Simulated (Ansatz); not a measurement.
# C2H7ClO2SSi: up Jacob's ladder to CCSD(T)

How much do the methods differ for C2H7ClO2SSi? The plan is to run it at one geometry with functionals of several rungs and with coupled cluster, and see how far each lands from CCSD(T) at the basis-set limit for the atomisation energy.

Method: functionals in def2-TZVPP, the program's frozen cores in correlated methods; program: Ansatz 0.2.0, Gaussian basis.

Levels to be run: PBE-D4, r2SCAN-D4, PBE0-D4, B3LYP-D4, ωB97X-V, ωB97M-V, B2PLYP; CCSD(T)/def2-TZVPP; MP2/def2-QZVPP; extrapolation to the limit.

## 1. The geometry

All runs share one geometry, relaxed beforehand with PBE0-D4 in a triple-zeta def2 set.

SMILES `CO[Si](S)(Cl)OC`, 14 atoms, charge 0, spin multiplicity 1.

Atoms are counted from 1 here; the program's logs count them from 0.

Bond lengths: C1–O2 1.415 Å, C1–H8 1.090 Å, C1–H9 1.094 Å, C1–H10 1.093 Å, O2–Si3 1.614 Å, Si3–S4 2.112 Å, Si3–Cl5 2.061 Å, Si3–O6 1.620 Å, S4–H11 1.343 Å, O6–C7 1.413 Å, C7–H12 1.094 Å, C7–H13 1.094 Å, C7–H14 1.090 Å. Angles: O2–C1–H8 107.7°, O2–C1–H9 111.0°, O2–C1–H10 110.9°, H8–C1–H9 109.0°, H8–C1–H10 109.1°, H9–C1–H10 109.1°, C1–O2–Si3 125.1°, O2–Si3–S4 110.4°, O2–Si3–Cl5 109.0°, O2–Si3–O6 109.0°, S4–Si3–Cl5 110.0°, S4–Si3–O6 109.2°, Cl5–Si3–O6 109.2°, Si3–S4–H11 93.6°, Si3–O6–C7 126.0°, O6–C7–H12 110.9°, O6–C7–H13 111.2°, O6–C7–H14 107.8° and more.

## 2. PBE-D4 (GGA)

in.yaml reads:

```yaml
crystal:
  periodic: [false, false, false]
  atoms:
    - {symbol: C, position_ang: [0.402906, 2.415877, 0.211515]}
    - {symbol: O, position_ang: [-0.566876, 1.462616, 0.604066]}
    - {symbol: Si, position_ang: [-0.373837, -0.138182, 0.538572]}
    - {symbol: S, position_ang: [-2.096740, -1.118234, 1.266446]}
    - {symbol: Cl, position_ang: [1.267307, -0.663172, 1.668836]}
    - {symbol: O, position_ang: [-0.122538, -0.575656, -1.000563]}
    - {symbol: C, position_ang: [0.250062, -1.863687, -1.447843]}
    - {symbol: H, position_ang: [-0.008633, 3.406613, 0.405510]}
    - {symbol: H, position_ang: [1.326240, 2.295523, 0.785999]}
    - {symbol: H, position_ang: [0.629589, 2.325157, -0.854226]}
    - {symbol: H, position_ang: [-1.752746, -0.949210, 2.553847]}
    - {symbol: H, position_ang: [1.231398, -2.143657, -1.054634]}
    - {symbol: H, position_ang: [-0.482442, -2.616009, -1.140715]}
    - {symbol: H, position_ang: [0.296321, -1.837980, -2.536789]}
basis:
  gaussian: {orbitals: def2-TZVPP}
hamiltonian: {xc: pbe, dispersion: d4}
output: {forces: true, orbitals: {seedname: orbitals}}
```

Started as:

```bash
$ ansatz run in.yaml --threads 2 --pin off --events-out ev --progress --plain --max-ram 32768MiB --backend cuda --devices 0, --max-vram 18GiB
```

After this run come: r2SCAN-D4 (meta-GGA); PBE0-D4 (hybrid); B3LYP-D4 (hybrid); ωB97X-V (range-separated); ωB97M-V (range-separated); B2PLYP (double hybrid); CCSD(T) in def2-TZVPP; MP2 in def2-QZVPP.

**Question.** What will the summary of the whole plan be? Wanted: atomisation energy, CCSD(T)/CBS; farthest; mean size of error, hybrid; mean size of error, range-separated; gap, smallest and largest; T1 diagnostic; triples share of the correlation energy.

**Answer**, as computed:

| quantity | value |
| --- | --- |
| atomisation energy, CCSD(T)/CBS | 55.393 eV |
| functionals within 0.277 eV (0.5 %) | r2SCAN-D4, PBE0-D4, ωB97X-V, ωB97M-V |
| farthest | B2PLYP (-0.907 eV) |
| mean size of error, hybrid | 0.273 eV |
| mean size of error, range-separated | 0.135 eV |
| gap, smallest and largest | 5.79 eV (PBE-D4), 12.55 eV (ωB97X-V) |
| T1 diagnostic | 0.0111 |
| triples share of the correlation energy | 3.9 % |

PBE-D4 misses by +0.796 eV. Double hybrids carry the basis error of their MP2 part in triple zeta, and no dispersion term here, so their miss is partly the set-up's. The reference freezes the cores and leaves out relativity and excitations past (T), so misses under about 0.277 eV can't be ranked. Hartree-Fock recovers 72 % of the binding; the rest is correlation. Orbital gaps span 5.8 to 12.6 eV; exact exchange widens them.
